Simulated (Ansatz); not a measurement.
# ScNb: how the settings move a single-point run

Aim: see which settings change the result for ScNb, by how much, and at what cost.

Program: Ansatz 0.2.0. Level of theory: reference: DFT, PBE, PAW with Ansatz's default frozen-core files, scalar-relativistic. These are calculated values, not measurements.

## 1. Starting point

The structure is hexagonal, space group P-6m2 (No. 187). The conventional cell has a = 3.066 Å, b = 3.066 Å, c = 5.072 Å, α = 90.00°, β = 90.00°, γ = 120.00°. Sc (site symmetry -6m2) is surrounded by 6 Sc at 3.07 Å and 6 Nb at 3.09 Å. Around Nb (site symmetry -6m2) lie 6 Nb at 3.07 Å and 6 Sc at 3.09 Å.

Structure file:

```
CELL_PARAMETERS angstrom
3.06564 0.00000 0.00000
-1.53282 2.65493 0.00000
0.00000 0.00000 5.07219
ATOMIC_POSITIONS crystal
Sc 0.00000 0.00000 0.00000
Nb 0.33333 0.66667 0.50000
```

## 2. Reference

Contents of input.yaml:

```yaml
crystal:
  lattice:
    - [3.0656443612, 0.0, 0.0]
    - [-1.5328221806, 2.6549258957, 0.0]
    - [0.0, 0.0, 5.072194]
  atoms:
    - { symbol: Sc, position: [0.0, 0.0, 0.0], spin: 0.2 }
    - { symbol: Nb, position: [0.3333333333, 0.6666666667, 0.5], spin: 0.2 }
magnetization:
  spin_polarized: true
  initial_magnetization: 0.4
  spin_locking: { lock_magnetization: hard }
kpoints:
  mp_grid: { grid: [14, 14, 8] }
scf:
  occupations: { method: fermi_dirac, width: 0.08 }
  lower_state_search: "off"
hamiltonian:
  xc: pbe
  pseudopotentials: { kind: paw }
output:
  forces: true
  stress: true
  eigenvalues: true
```

The run is started by

```sh
$ ansatz run input.yaml --threads 1 --pin off --max-ram 3072MiB --backend cpu --events-out ev --progress --plain --runs-dir out
```

## 3. Variant: ecutrho_ratio 9

input.yaml, as its differences from that of step 2:

```diff
@@ -24 +24,3 @@
   eigenvalues: true
+basis:
+  ecutrho_ratio: 9
```

Q: Predict the outcome of this session. Wanted: for each run, ending; energy change; pressure; abs. moment; force.

The runs gave:

```
               run     ending  energy change  pressure (GPa)  abs. moment (μB)  force (eV/Å)  cycles  time
         reference  converged              0            -0.1              0.40          0.00      11  24 s
1: ecutrho_ratio 9  converged   0.0 meV/atom            -0.1              0.40          0.00      11  25 s
```

Residual by cycle in the longest SCF loop of each run; runs are numbered as in the table. The quantity is the density residual dr2, in eV.

```
cycle  reference    run 1
    1       9.25     9.25
    2        1.3      1.3
    3      0.229    0.229
    4     0.0107   0.0107
    5     2.8e-4   2.8e-4
    6     2.7e-5   2.8e-5
    7     9.9e-7   9.8e-7
    8     4.6e-8   4.6e-8
    9     3.7e-9   3.6e-9
   10     7.1e-9   7.0e-9
   11    1.3e-10  1.4e-10
```

What this shows: Changing the numerical grids hardly moves the energy: 0.0 meV/atom.
